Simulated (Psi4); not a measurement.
# CH6BNO2 (SMILES OBNCO): M06-2X/def2-SVP

What is the energy change on altering one bond length of CH6BNO2 at M06-2X/def2-SVP? 

The calculation is run with Psi4 1.11.

3 further runs of the same task are left out: 3 set aside as unsound or not needed.

## (1) The system as given

CH6BNO2 has 11 atoms, charge 0, and is taken as a singlet. SMILES: `OBNCO`. The coordinates come from a PBE0-D4/def2-TZVP relaxation. This is a higher conformer, about 10 kJ/mol above the lowest found by a separate search.

Bond lengths: O1–B2 1.362 Å, B2–N3 1.416 Å, N3–C4 1.423 Å, C4–O5 1.424 Å, O1–H6 0.965 Å, B2–H7 1.197 Å, N3–H8 1.004 Å, C4–H9 1.100 Å, C4–H10 1.096 Å, O5–H11 0.962 Å. Some angles: O1–B2–N3 121.8°, B2–N3–C4 124.5°, N3–C4–O5 109.1°, O1–B2–H7 118.8°, N3–B2–H7 119.3°, B2–O1–H6 111.4°, B2–N3–H8 119.6°, C4–N3–H8 115.8°, N3–C4–H9 110.6°, N3–C4–H10 109.5°.

## (2) Energy and forces at M06-2X/def2-SVP

The input, calc.dat:

```
memory 1600 MB

molecule system {
  O     -0.69031695     3.52868559     0.99021649
  B     -0.28534864     1.46699439     2.47686403
  N      0.07804569    -0.97226409     1.43921542
  C     -0.14078460    -1.56299248    -1.17408684
  O      1.57508672    -0.03099151    -2.57116137
  H     -0.27571104     3.18362160    -0.75078819
  H     -0.25605789     1.73080016     4.72355942
  H      0.65006579    -2.39182636     2.56020095
  H     -2.07076189    -1.18863773    -1.84871907
  H      0.26853008    -3.57158238    -1.46378186
  H      1.27121876    -0.29952159    -4.34296858
  units bohr
  symmetry c1
  no_reorient
  no_com
}

set {
  basis                def2-SVP
  puream               true
  e_convergence        1e-09
  d_convergence        1e-08
  scf_type             pk
  dft_radial_points    99
  dft_spherical_points 590
}

e_tot, wfn = gradient('m06-2x', return_wfn=True)
oeprop(wfn, 'WIBERG_LOWDIN_INDICES', 'MULLIKEN_CHARGES', 'DIPOLE', title='M06-2X')
```

Launch:

```
psi4 calc.dat calc.out -n 1
```

calc.out:

```text
[...]
  Running in c1 symmetry.
[...]
  Nuclear repulsion =  177.514872656667848
[...]
  Multiplicity = 1
[...]
  Nalpha       = 20
  Nbeta        = 20
[...]
    Number of basis functions: 100
[...]
   @RKS iter   1:  -271.28631663963074   -4.32375e-01   7.51283e-03 ADIIS/DIIS
[...]
   @RKS iter  12:  -271.52745834190642   -5.40012e-12   4.15356e-09 DIIS
[...]
    Orbital Energies [Eh]
    ---------------------
    Doubly Occupied:
       1A    -19.642969     2A    -19.615477     3A    -14.745110
       4A    -10.641033     5A     -7.057976     6A     -1.148162
       7A     -1.101908     8A     -0.979397     9A     -0.750218
      10A     -0.627619    11A     -0.615118    12A     -0.593210
      13A     -0.550685    14A     -0.501405    15A     -0.450446
      16A     -0.443077    17A     -0.424268    18A     -0.385887
      19A     -0.365489    20A     -0.323883
[...]
  @RKS Final Energy:  -271.52745834190642
   => Energetics <=
    Nuclear Repulsion Energy =            177.5148726566678477
    One-Electron Energy =                -721.9640320837879699
    Two-Electron Energy =                 290.1685846988693243
    DFT Exchange-Correlation Energy =     -17.2468836136556725
    Empirical Dispersion Energy =           0.0000000000000000
    VV10 Nonlocal Energy =                  0.0000000000000000
    Total Energy =                       -271.5274583419064243
[...]
  -Total Gradient:
     Atom            X                  Y                   Z
    ------   -----------------  -----------------  -----------------
       1        0.000526040595     0.001217029464    -0.001609466817
       2        0.000623428055    -0.005121163868     0.002354506786
       3        0.001067183599     0.001264088476     0.001495010507
       4       -0.006677846777    -0.007447078193     0.002634127003
       5        0.003106750854     0.000860944531    -0.004624657893
       6       -0.001201426538     0.001055577749     0.002157369849
       7       -0.000139727811    -0.000384847260    -0.003550731184
       8       -0.001737014107     0.004016603228    -0.003888310383
       9        0.004643498608    -0.000347192078     0.001782143523
      10       -0.000338221296     0.004559411531     0.000590376860
      11        0.000135654256     0.000276201448     0.002681166751
[...]
 Multipole Moments:
 ------------------------------------------------------------------------------------
     Multipole            Electronic (a.u.)      Nuclear  (a.u.)        Total (a.u.)
 ------------------------------------------------------------------------------------
 L = 1.  Multiply by 2.5417464519 to convert [e a0] to [Debye]
 Dipole X            :         -5.0519200            4.9403110           -0.1116090
 Dipole Y            :        -17.8293925           16.5955748           -1.2338177
 Dipole Z            :         -2.6488168            1.6442507           -1.0045662
 Magnitude           :                                                    1.5949658
[...]
```

Run time: 60 s. Hardware: 1 thread of Intel Xeon Platinum 8488C (Sapphire Rapids), shared host; peak memory 0.79 GiB.

## (3) The distorted shape

The input, calc.py:

```python
import psi4

psi4.set_memory(1600000000)
psi4.set_num_threads(1)
psi4.set_output_file('run.log', False)

m = psi4.geometry("""
0 1
O     -0.58089614     3.82406301     2.29692620
B     -0.17592783     1.76237181     3.78357374
N      0.18746650    -0.67688667     2.74592513
C     -0.14078460    -1.56299248    -1.17408684
O      1.57508672    -0.03099151    -2.57116137
H     -0.16629023     3.47899902     0.55592152
H     -0.14663708     2.02617758     6.03026913
H      0.75948660    -2.09644893     3.86691066
H     -2.07076189    -1.18863773    -1.84871907
H      0.26853008    -3.57158238    -1.46378186
H      1.27121876    -0.29952159    -4.34296858
units au
symmetry c1
""")

psi4.set_options({
    'basis': 'def2-SVP',
    'puream': True,
    'e_convergence': 1e-09,
    'd_convergence': 1e-08,
    'scf_type': 'pk',
    'dft_radial_points': 99,
    'dft_spherical_points': 590,
})

energy_value, wavefunction = psi4.gradient("m06-2x", return_wfn=True)
psi4.oeprop(wavefunction, "MULLIKEN_CHARGES", "QUADRUPOLE", "MAYER_INDICES")
print('gradient / Eh bohr^-1')
print(energy_value.np.round(6))
print(f'energy = {wavefunction.energy():.10f} Eh')
```

Launch:

```
python calc.py
```

run.log:

```text
[...]
  Running in c1 symmetry.
[...]
  Nuclear repulsion =  160.527999887875723
[...]
  Multiplicity = 1
[...]
  Nalpha       = 20
  Nbeta        = 20
[...]
    Number of basis functions: 100
[...]
   @RKS iter   1:  -271.12455490661728   -9.40093e-01   7.88081e-03 DIIS/ADIIS
[...]
   @RKS iter  14:  -271.40639687796534   -3.80851e-12   4.02230e-09 DIIS
[...]
  @RKS Final Energy:  -271.40639687796534
   => Energetics <=
    Nuclear Repulsion Energy =            160.5279998878757226
    One-Electron Energy =                -688.1321422357325446
    Two-Electron Energy =                 273.3502588230933270
    DFT Exchange-Correlation Energy =     -17.1525133532018152
    Empirical Dispersion Energy =           0.0000000000000000
    VV10 Nonlocal Energy =                  0.0000000000000000
    Total Energy =                       -271.4063968779653351
[...]
  -Total Gradient:
     Atom            X                  Y                   Z
    ------   -----------------  -----------------  -----------------
       1       -0.000543207540    -0.006779271644    -0.000175066858
       2        0.000585820215     0.007539848705     0.024632774684
       3        0.010951197120     0.002239863518     0.070936682463
       4       -0.026384692741    -0.033782070734    -0.023025428190
       5        0.013455231559     0.011737939213    -0.037513055581
       6        0.001215130059     0.001866944123     0.000455610848
       7       -0.000650638194     0.001508423727    -0.005467666388
       8       -0.002107532537     0.016194744507     0.005714372285
       9        0.005356610869    -0.005225929258    -0.019994592505
      10       -0.005280507105     0.003686934015    -0.019110637010
      11        0.003393524066     0.001004770647     0.003538923207
[...]
 Multipole Moments:
 ------------------------------------------------------------------------------------
     Multipole            Electronic (a.u.)      Nuclear  (a.u.)        Total (a.u.)
 ------------------------------------------------------------------------------------
 L = 1.  Multiply by 2.5417464519 to convert [e a0] to [Debye]
 Dipole X            :          0.2885339           -0.4395560           -0.1510221
 Dipole Y            :          2.0122523           -3.3526869           -1.3404346
 Dipole Z            :          1.0723406           -2.6522572           -1.5799165
 Magnitude           :                                                    2.0774284
 L = 2.  Multiply by 1.3450342976 to convert [e a0^2] to [Debye ang]
 Quadrupole XX       :        -52.4027049           28.2831866          -24.1195183
 Quadrupole XY       :         25.6574381          -24.9496205            0.7078176
[...]
```

On the terminal:

```text
gradient / Eh bohr^-1
[[-0.000543 -0.006779 -0.000175]
 [ 0.000586  0.00754   0.024633]
 [ 0.010951  0.00224   0.070937]
 [-0.026385 -0.033782 -0.023025]
 [ 0.013455  0.011738 -0.037513]
 [ 0.001215  0.001867  0.000456]
 [-0.000651  0.001508 -0.005468]
 [-0.002108  0.016195  0.005714]
 [ 0.005357 -0.005226 -0.019995]
 [-0.005281  0.003687 -0.019111]
 [ 0.003394  0.001005  0.003539]]
energy = -271.4063968780 Eh
```

Wall time 64 s (1 thread of Intel Xeon Platinum 8488C (Sapphire Rapids), shared host); peak memory 0.81 GiB.

## (4) Outcome

Level: M06-2X/def2-SVP.

| quantity | value |
| --- | --- |
| first shape: total energy | -271.52746 Eh |
| first shape: dipole moment | 4.05 D |
| first shape: HOMO energy | -8.81 eV |
| first shape: LUMO energy | 1.80 eV |
| first shape: HOMO–LUMO gap | 10.61 eV |
| first shape: largest force on an atom | 0.532 eV/Å |
| distorted shape: total energy | -271.40640 Eh |
| distorted shape: dipole moment | 5.28 D |
| distorted shape: HOMO energy | -8.41 eV |
| distorted shape: LUMO energy | -0.67 eV |
| distorted shape: HOMO–LUMO gap | 7.74 eV |
| distorted shape: largest force on an atom | 3.693 eV/Å |
| energy change with the N3–C4 bond stretched from 1.423 to 2.134 Å | 3.294 eV |

**Reading.** With the N3–C4 bond stretched from 1.423 to 2.134 Å the energy rises by 3.29 eV (318 kJ/mol). The first shape isn't relaxed at this level, so the change isn't measured from a minimum. The largest force (first shape) is 0.53 eV/Å: the shape isn't a stationary point for this species at this level. Mulliken charges (first shape) run from -0.36 on O5 to +0.22 on C4.
